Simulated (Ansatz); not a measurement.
# H7NO2Si2: one species, many methods

The task here is to estimate one member of a computed series from the others.

The runs use Ansatz 0.2.0, Gaussian basis; functionals in def2-TZVPP, the program's frozen cores in correlated methods.

Levels to be run: PBE-D4, r2SCAN-D4, PBE0-D4, B3LYP-D4, ωB97X-V, ωB97M-V, B2PLYP; CCSD(T)/def2-TZVPP; MP2/def2-QZVPP; extrapolation to the limit.

## Structure used throughout

An earlier PBE0-D4 in a triple-zeta def2 set relaxation fixed the geometry.

SMILES `O[SiH2]N[SiH2]O`, 12 atoms, charge 0, spin multiplicity 1.

Atoms are counted from 1 here; the program's logs count them from 0.

Bond lengths: O1–Si2 1.645 Å, O1–H6 0.958 Å, Si2–N3 1.723 Å, Si2–H7 1.487 Å, Si2–H8 1.478 Å, N3–Si4 1.713 Å, N3–H9 1.010 Å, Si4–O5 1.647 Å, Si4–H10 1.484 Å, Si4–H11 1.490 Å, O5–H12 0.958 Å. Angles: Si2–O1–H6 117.9°, O1–Si2–N3 114.4°, O1–Si2–H7 110.5°, O1–Si2–H8 103.5°, N3–Si2–H7 105.7°, N3–Si2–H8 110.3°, H7–Si2–H8 112.5°, Si2–N3–Si4 127.5°, Si2–N3–H9 115.8°, Si4–N3–H9 116.7°, N3–Si4–O5 109.1°, N3–Si4–H10 105.7°, N3–Si4–H11 112.3°, O5–Si4–H10 112.2°, O5–Si4–H11 107.6°, H10–Si4–H11 110.0°, Si4–O5–H12 117.1°.

Set-up of the first run:

Contents of in.yaml:

```yaml
crystal:
  periodic: [false, false, false]
  atoms:
    - {symbol: O, position_ang: [-1.806351, -0.547516, -1.853950]}
    - {symbol: Si, position_ang: [-1.326702, -0.930236, -0.327341]}
    - {symbol: N, position_ang: [0.314128, -0.539585, 0.022997]}
    - {symbol: Si, position_ang: [0.962186, 1.001524, 0.396108]}
    - {symbol: O, position_ang: [1.553710, 0.979512, 1.932927]}
    - {symbol: H, position_ang: [-1.345844, -0.961636, -2.584854]}
    - {symbol: H, position_ang: [-1.451811, -2.393726, -0.093017]}
    - {symbol: H, position_ang: [-2.236229, -0.140211, 0.528117]}
    - {symbol: H, position_ang: [0.953108, -1.321379, 0.060638]}
    - {symbol: H, position_ang: [-0.161455, 1.959062, 0.241504]}
    - {symbol: H, position_ang: [2.081218, 1.378599, -0.512510]}
    - {symbol: H, position_ang: [2.281845, 1.570393, 2.128682]}
basis:
  gaussian: {orbitals: def2-TZVPP}
hamiltonian: {xc: pbe, dispersion: d4}
output: {forces: true, orbitals: {seedname: orbitals}}
```

Command:

```console
ansatz run in.yaml --threads 4 --pin off --events-out ev --progress --plain --max-ram 10444MiB
```

Among the steps run: PBE-D4 (GGA); r2SCAN-D4 (meta-GGA); PBE0-D4 (hybrid); B3LYP-D4 (hybrid); ωB97X-V (range-separated); ωB97M-V (range-separated); B2PLYP (double hybrid); CCSD(T) in def2-TZVPP; MP2 in def2-QZVPP.

One of the session's tables, all rows but one given; the rest of the session is left out.

```
            method  atomisation energy (kJ/mol)
            PBE-D4                       4301.7
         r2SCAN-D4                       4279.9
           PBE0-D4                       4230.2
          B3LYP-D4                       4287.1
           ωB97X-V                       4316.9
           ωB97M-V                       4312.4
            B2PLYP                       4246.5
     HF/def2-TZVPP                       3068.5
    MP2/def2-TZVPP                       4248.0
   CCSD/def2-TZVPP                            ?
CCSD(T)/def2-TZVPP                       4180.5
           MP2/CBS                       4387.8
       CCSD(T)/CBS                       4320.3
```

Q: Estimate the row for CCSD/def2-TZVPP from the others.

The run gave: atomisation energy (kJ/mol): 4124.2. In the column «atomisation energy (kJ/mol)» it lies between HF/def2-TZVPP (3068.5) and CCSD(T)/def2-TZVPP (4180.5).

Limits of these values: Free atoms (2 O, 2 Si, 1 N, 7 H) were run apart at each level; the atomisation energy is their sum less the molecule, without zero-point or spin-orbit terms.
